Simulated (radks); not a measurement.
# Sc¹⁷⁺ in [He] 2s2: an all-electron calculation

One table from this session's results is given with a row withheld; the runs are named, their logs left out.

Method: scalar-relativistic Kohn-Sham, SCAN, spin-unpolarised, spherical densities, finite nucleus. Code: radks (a radial shooting solver on a logarithmic mesh, Libxc functionals) version 1.

**The atom as given**

- element: scandium (Z = 21)
- charge: +17
- electrons: 4
- configuration: [He] 2s2
- nuclear rms radius: 3.5459 fm

The outer shells:

Sc¹⁷⁺
```
[He] core
2s [↑↓]
```

Set-up of the first run:

The run's settings:

```text
Z 21
configuration [He] 2s2 2p0 3s0 3d0
relativity scalar-relativistic
functional scan,scan
spin unpolarised
nucleus finite rms 3.5459 fm
c 137.035999084
```

Among the steps run: Self-consistent calculation.

One table of the session follows, with a row left open; its other results are not shown here.

It belongs to the step «Radial structure». Radial moments (bohr):

| level | <r> | outermost maximum (interpolated) | 90 % within | nodes |
| --- | --- | --- | --- | --- |
| 1s | 0.07241 | 0.0477 | 0.129 | 0 |
| 2s | ? | ? | ? | ? |
| 2p | 0.2638 | 0.209 | 0.424 | 0 |
| 3s | 0.6672 | 0.661 | 0.955 | 2 |
| 3d | 0.5460 | 0.478 | 0.812 | 0 |

Estimate the missing values for 2s.

**Answer.** <r>: 0.3059; outermost maximum (interpolated): 0.264; 90 % within: 0.467; nodes: 1. In the column «<r>» it lies between 2p (0.2638) and 3d (0.5460).
